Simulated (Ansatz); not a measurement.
# NiClO: one geometry, two states

Aim: solve NiClO (a borrowed structure type, volume estimated) from each of its saved states, at one geometry and mesh, and see which is lowest and how they differ.

Program: Ansatz 0.2.0. Level of theory: DFT, PBE, with U = 2.61 eV and J = 0.85 eV on Ni d, plane waves, PAW. These are calculated values, not measurements.

### Step 1. The system as given

It takes space group Pmmn (No. 59, orthorhombic). The conventional cell has a = 3.290 Å, b = 3.689 Å, c = 7.816 Å, α = 90.00°, β = 90.00°, γ = 90.00°. Ni (site symmetry mm2) is surrounded by 4 O at 1.90 to 2.20 Å and 2 Cl at 2.26 Å. Cl (site symmetry mm2) is surrounded by 2 Ni at 2.26 Å. O (site symmetry mm2) has 4 Ni at 1.90 to 2.20 Å as nearest neighbours.

Symmetry-reduced, conventional setting; the input below types the cell that was run:

```cif
data_structure
_symmetry_space_group_name_H-M 'Pmmn:1'
_symmetry_Int_Tables_number 59
_cell_length_a 3.2899
_cell_length_b 3.6890
_cell_length_c 7.8161
_cell_angle_alpha 90.000
_cell_angle_beta 90.000
_cell_angle_gamma 90.000
_cell_volume 94.86
loop_
_atom_site_label
_atom_site_type_symbol
_atom_site_symmetry_multiplicity
_atom_site_Wyckoff_symbol
_atom_site_fract_x
_atom_site_fract_y
_atom_site_fract_z
_atom_site_occupancy
Ni1 Ni 2 b 0.00000 0.50000 0.12200 1
Cl1 Cl 2 a 0.50000 0.50000 0.32000 1
O1 O 2 a 0.50000 0.50000 0.93500 1
```

The states: A, Ni1 up, Ni2 up (collinear spin); B, Ni1 up, Ni2 down (collinear spin). Each run reads its own saved solution as saved_state.

### Step 2. Run from state A

The input, input.yaml:

```yaml
crystal:
  lattice:
    - [3.689024, 0.0, 0.0]
    - [0.0, 3.289947, 0.0]
    - [0.0, 0.0, 7.816059]
  atoms:
    - { symbol: Ni, position: [0.0, 0.5, 0.122] }
    - { symbol: Ni, position: [0.5, 0.0, 0.878] }
    - { symbol: Cl, position: [0.0, 0.0, 0.32] }
    - { symbol: Cl, position: [0.5, 0.5, 0.68] }
    - { symbol: O, position: [0.0, 0.0, 0.935] }
    - { symbol: O, position: [0.5, 0.5, 0.065] }
kpoints:
  mp_grid: { grid: [5, 6, 3], shift: [0.5, 0.0, 0.5] }
  band_path:
    path:
      - [0.0, 0.0, 0.0]
      - [0.0, 0.5, 0.0]
      - [-0.5, 0.5, 0.0]
      - [-0.5, 0.0, 0.0]
      - [0.0, 0.0, 0.0]
      - [0.0, 0.0, 0.5]
      - [0.0, 0.5, 0.5]
      - [-0.5, 0.5, 0.5]
      - [-0.5, 0.0, 0.5]
    npoints: 6
magnetization:
  spin_polarized: true
scf:
  occupations: { method: fermi_dirac }
  lower_state_search: "off"
  max_iter: 200
hamiltonian:
  pseudopotentials: { kind: paw }
  xc: pbe
  hubbard:
    projectors: all-electron-ortho-atomic
    sites: [{ species: Ni, l: d, u: 2.61, j: 0.85 }]
    double_counting: amf
basis:
  ecutwfc: 420
  fft_grid_basis: typed
output:
  forces: true
  stress: true
  eigenvalues: true
  bader: true
  populations: true
  elf: true
  write_potential: true
  volumetric_format: npy
  dos:
    e_range: [-12, 8]
    de: 0.05
    projected: { site_lists: { Cl: [Cl], Ni: [Ni], O: [O] } }
checkpoint:
  read: saved_state
```

The log of the run, shortened:

```text
Warning: checkpoint.read: basis.xc_grid differs: saved 1, current 2 (points along each axis for each point of the dense box; where the key is left out runs that use forces, runs that use the stress, dielectric runs by a finite field, finite-displacement phonons, runs of [...]
Warning: RAYON_NUM_THREADS=1 ignored (pool sized by the plan → 1); use --threads N
Ni: projections on atomic orbitals take those of the free atom [Ne] 3s2 3p6 3d8 4s2, of charge +0.00 (hamiltonian.pseudopotentials.projection_atoms); the dataset's partial waves leave at most 1.6e-6 of an orbital's norm unspanned inside its sphere
Cl: projections on atomic orbitals take those of the free atom [Ne] 3s2 3p5, of charge +0.00 (hamiltonian.pseudopotentials.projection_atoms); the dataset's partial waves leave at most 2.1e-7 of an orbital's norm unspanned inside its sphere
O: projections on atomic orbitals take those of the free atom [He] 2s2 2p4, of charge +0.00 (hamiltonian.pseudopotentials.projection_atoms); the dataset's partial waves leave at most 1.9e-8 of an orbital's norm unspanned inside its sphere
band count auto-derived: 39 (N_el = 62.0; filled up to band 31; 38 by the electrons, moments and atoms)
[...]
Pseudopotentials: kind: paw
Pseudopotential: Ni, paw, valence charge 18, recommended cutoff 420 eV (normal), Ni.paw.azcp
Pseudopotential: Cl, paw, valence charge 7, recommended cutoff 420 eV (normal), Cl.paw.azcp
Pseudopotential: O, paw, valence charge 6, recommended cutoff 420 eV (normal), O.paw.azcp
Functional definition: PBE
[...]
Crystal: 6 atoms, lattice volume = 94.861 Å³
[...]
Free energy (F): -14972.936099 eV
[...]
E sigma→0 (E₀):  -14972.898915 eV
Entropy (-TS):   -0.074367 eV (-12.394 meV/atom)
Fermi energy:    5.607831 eV
[...]
--- DFT+U+J on-site energies (Liechtenstein; amf double counting; per corrected site; eV) ---
  site 0 (l=d): U=2.6100  J=0.8500  Tr N=8.2467  E_int=67.402472  E_dc=68.020944  E_U=-0.618473
  site 1 (l=d): U=2.6100  J=0.8500  Tr N=8.2467  E_int=67.402472  E_dc=68.020944  E_U=-0.618473
--- Forces (eV/Å), atoms counted from 1 ---
  atom   1  Ni    -0.00000000     0.00000000    -1.04348486
  atom   2  Ni     0.00000000     0.00000000     1.04348486
  atom   3  Cl    -0.00000000     0.00000000     0.09822658
  atom   4  Cl     0.00000000     0.00000000    -0.09822658
  atom   5  O     -0.00000000     0.00000000     0.70801796
  atom   6  O      0.00000000     0.00000000    -0.70801796
[...]
--- Stress (GPa, compression-positive) ---
       -1.803754       0.000000      -0.000000
        0.000000      -3.351067      -0.000000
       -0.000000      -0.000000      -2.798481
  P = ⅓ Tr σ = -2.6511 GPa (-26.511 kbar)
--- Band table (eV; the first three rows and the last of 48) ---
[...]
Occupation matrices written to <dir>
--- Löwdin populations: 6 sites ---
  site symbol       q [e]    m [muB]
     0     Ni     16.8146     0.9800
     1     Ni     16.8146     0.9800
     2     Cl      7.2894     0.0879
     3     Cl      7.2894     0.0879
     4      O      6.7581    -0.0705
     5      O      6.7581    -0.0705
  spilling = 0.004450 (of n_electrons = 62.000000)
--- Bader charges: 6 sites ---
  site symbol  charge [e]  shift [e]    m [muB]
     0     Ni      1.2784     0.0060     1.0100
     1     Ni      1.2784     0.0060     1.0100
     2     Cl     -0.3823     0.0013     0.0667
     3     Cl     -0.3823     0.0013     0.0667
     4      O     -0.8961     0.0047    -0.0736
     5      O     -0.8961     0.0048    -0.0736
  estimated error of the sums over rays = 3.1e-4 e
```

Wall time 59 s (1 thread of an x86-64 CPU, shared host); peak memory 0.63 GiB.

### Step 3. State A: levels and charges

Counts of states in windows (eV from the Fermi level; tetrahedra), total and projected:

```
from    to  total    up  down  Cl p  Ni d   O p
-7.0  -6.0   1.01  0.61  0.40  0.04  0.24  0.62
-6.0  -5.0   3.26  2.07  1.20  0.29  1.10  1.66
-5.0  -4.0   6.67  3.60  3.07  2.01  2.41  1.97
-4.0  -3.0   5.57  2.62  2.94  1.82  2.24  1.34
-3.0  -2.0   8.04  3.52  4.52  2.28  4.66  0.94
-2.0  -1.0   9.11  4.80  4.31  2.47  4.46  2.00
-1.0   0.0   4.27  2.71  1.56  1.74  1.28  1.19
 0.0   1.0   2.46  2.06  0.40  0.44  1.02  0.96
 1.0   2.0   3.36  0.00  3.35  0.47  2.18  0.62
 2.0   3.0   0.24  0.00  0.24  0.02  0.13  0.08
 3.0   4.0   0.00  0.00  0.00  0.00  0.00  0.00
 4.0   5.0   0.00  0.00  0.00  0.00  0.00  0.00
```

Gathered by element (positive charge: electrons given up): Löwdin charges also hold the electrons that the projection spills.

```
element  atoms  Bader charge (e)  Bader volume (Å³)  Löwdin charge (e)  Bader moment, size (μB)
     Ni      2             +1.28                8.9              +1.18                     1.01
     Cl      2             -0.38               27.0              -0.29                     0.07
      O      2             -0.90               11.5              -0.76                     0.07
```

The Löwdin projection spills 0.4 % of the electrons and depends on the orbitals chosen; where it disagrees with Bader's partition, neither is an observable.

Eigenvalues of the corrected shells' occupation matrices:

```
atom  shell  spin               eigenvalues
 Ni1      d    up  0.76 0.93 0.95 0.98 0.99
 Ni1      d  down  0.29 0.37 0.98 0.99 0.99
 Ni2      d    up  0.76 0.93 0.95 0.98 0.99
 Ni2      d  down  0.29 0.37 0.98 0.99 0.99
```

The main site moments: Ni1 up, Ni2 up.

### Step 4. State B: the run

The input, input.yaml:

```yaml
crystal:
  lattice:
    - [3.689024, 0.0, 0.0]
    - [0.0, 3.289947, 0.0]
    - [0.0, 0.0, 7.816059]
  atoms:
    - { symbol: Ni, position: [0.0, 0.5, 0.122], spin: 2.0 }
    - { symbol: Ni, position: [0.5, 0.0, 0.878], spin: -2.0 }
    - { symbol: Cl, position: [0.0, 0.0, 0.32], spin: 0.0 }
    - { symbol: Cl, position: [0.5, 0.5, 0.68], spin: 0.0 }
    - { symbol: O, position: [0.0, 0.0, 0.935], spin: 0.0 }
    - { symbol: O, position: [0.5, 0.5, 0.065], spin: 0.0 }
kpoints:
  mp_grid: { grid: [5, 6, 3], shift: [0.5, 0.0, 0.5] }
magnetization:
  spin_polarized: true
scf:
  occupations: { method: fermi_dirac }
  lower_state_search: "off"
  max_iter: 200
hamiltonian:
  pseudopotentials: { kind: paw }
  xc: pbe
  hubbard:
    projectors: all-electron-ortho-atomic
    sites: [{ species: Ni, l: d, u: 2.61, j: 0.85 }]
    double_counting: amf
basis:
  ecutwfc: 420
  fft_grid_basis: typed
output:
  forces: true
  stress: true
  eigenvalues: true
  bader: true
  populations: true
  elf: true
  write_potential: true
  volumetric_format: npy
  dos:
    e_range: [-12, 8]
    de: 0.05
    projected: { site_lists: { Cl: [Cl], Ni: [Ni], O: [O] } }
checkpoint:
  read: saved_state
```

The log of the run, shortened:

```text
Warning: checkpoint.read: basis.xc_grid differs: saved 1, current 2 (points along each axis for each point of the dense box; where the key is left out runs that use forces, runs that use the stress, dielectric runs by a finite field, finite-displacement phonons, runs of [...]
Warning: RAYON_NUM_THREADS=1 ignored (pool sized by the plan → 1); use --threads N
Ni: projections on atomic orbitals take those of the free atom [Ne] 3s2 3p6 3d8 4s2, of charge +0.00 (hamiltonian.pseudopotentials.projection_atoms); the dataset's partial waves leave at most 1.6e-6 of an orbital's norm unspanned inside its sphere
Cl: projections on atomic orbitals take those of the free atom [Ne] 3s2 3p5, of charge +0.00 (hamiltonian.pseudopotentials.projection_atoms); the dataset's partial waves leave at most 2.1e-7 of an orbital's norm unspanned inside its sphere
[...]
  atom   4  Cl    -0.00000000     0.00000000    -0.07848850
  atom   5  O      0.00000000     0.00000000     0.65054872
  atom   6  O     -0.00000000     0.00000000    -0.65054728
[...]
--- Stress (GPa, compression-positive) ---
       -2.064399      -0.000000      -0.000000
       -0.000000      -3.476510      -0.000000
       -0.000000      -0.000000      -2.925646
  P = ⅓ Tr σ = -2.8222 GPa (-28.222 kbar)
--- Band table (eV; the first three rows and the last of 48) ---
[...]
Occupation matrices written to <dir>
--- Löwdin populations: 6 sites ---
  site symbol       q [e]    m [muB]
     0     Ni     16.8268     0.9097
     1     Ni     16.8268    -0.9097
     2     Cl      7.2853     0.0902
     3     Cl      7.2853    -0.0902
     4      O      6.7512     0.0195
     5      O      6.7512    -0.0195
  spilling = 0.004406 (of n_electrons = 62.000000)
--- Bader charges: 6 sites ---
  site symbol  charge [e]  shift [e]    m [muB]
     0     Ni      1.2693     0.0060     0.9383
     1     Ni      1.2693     0.0060    -0.9382
     2     Cl     -0.3792     0.0012     0.0645
     3     Cl     -0.3792     0.0012    -0.0645
     4      O     -0.8901     0.0048     0.0224
     5      O     -0.8901     0.0048    -0.0224
  estimated error of the sums over rays = 3.1e-4 e
```

It took 69 s on 1 thread of an x86-64 CPU, shared host; peak memory 0.51 GiB.

### Step 5. What state B looks like

States per cell by energy window, from dos.tsv and pdos.tsv (tetrahedra; eV from the Fermi level):

```
from    to  total    up  down  Cl p  Ni d   O p
-7.0  -6.0   0.64  0.32  0.32  0.03  0.14  0.40
-6.0  -5.0   2.58  1.29  1.29  0.20  0.64  1.50
-5.0  -4.0   7.11  3.55  3.55  1.87  2.64  2.31
-4.0  -3.0   5.68  2.84  2.84  1.99  2.15  1.34
-3.0  -2.0   7.08  3.54  3.54  2.26  3.74  0.94
-2.0  -1.0   8.87  4.44  4.44  2.12  4.92  1.67
-1.0   0.0   5.94  2.97  2.97  2.18  2.15  1.52
 0.0   1.0   2.07  1.03  1.03  0.39  0.88  0.75
 1.0   2.0   4.04  2.02  2.02  0.55  2.46  0.93
 2.0   3.0   0.01  0.00  0.00  0.00  0.00  0.00
 3.0   4.0   0.00  0.00  0.00  0.00  0.00  0.00
 4.0   5.0   0.00  0.00  0.00  0.00  0.00  0.00
```

Gathered by element (positive charge: electrons given up): Löwdin charges also hold the electrons that the projection spills.

```
element  atoms  Bader charge (e)  Bader volume (Å³)  Löwdin charge (e)  Bader moment, size (μB)
     Ni      2             +1.27                8.9              +1.17                     0.94
     Cl      2             -0.38               27.0              -0.29                     0.06
      O      2             -0.89               11.5              -0.75                     0.02
```

Löwdin charges rest on a small set of atomic orbitals that misses 0.4 % of the electrons, so they need not add up to the cell's charge and can differ from Bader's even in sign.

Eigenvalues of the corrected shells' occupation matrices:

```
atom  shell  spin               eigenvalues
 Ni1      d    up  0.72 0.94 0.95 0.99 0.99
 Ni1      d  down  0.31 0.42 0.97 0.98 0.99
 Ni2      d    up  0.31 0.42 0.97 0.98 0.99
 Ni2      d  down  0.72 0.94 0.95 0.99 0.99
```

The main site moments: Ni1 up, Ni2 down.

### Step 6. Comparison

```
state  free energy (meV/atom)  largest site moment (μB)  size of the net moment (μB/cell)    gap (eV)  pressure (GPa)  largest force (eV/Å)  SCF cycles
    A                     0.0                      0.96                              2.01  half-metal            -2.7                  1.04          13
    B                    13.0                      0.90                              0.00       metal            -2.8                  1.10          17
```

State A wins by 13.0 meV per atom over B. They differ in kind: A is a half-metal, B is a metal. Every run converged, so convergence alone does not show that a state is the lowest.

Keep in mind: the k mesh is coarse for a cell without a gap.
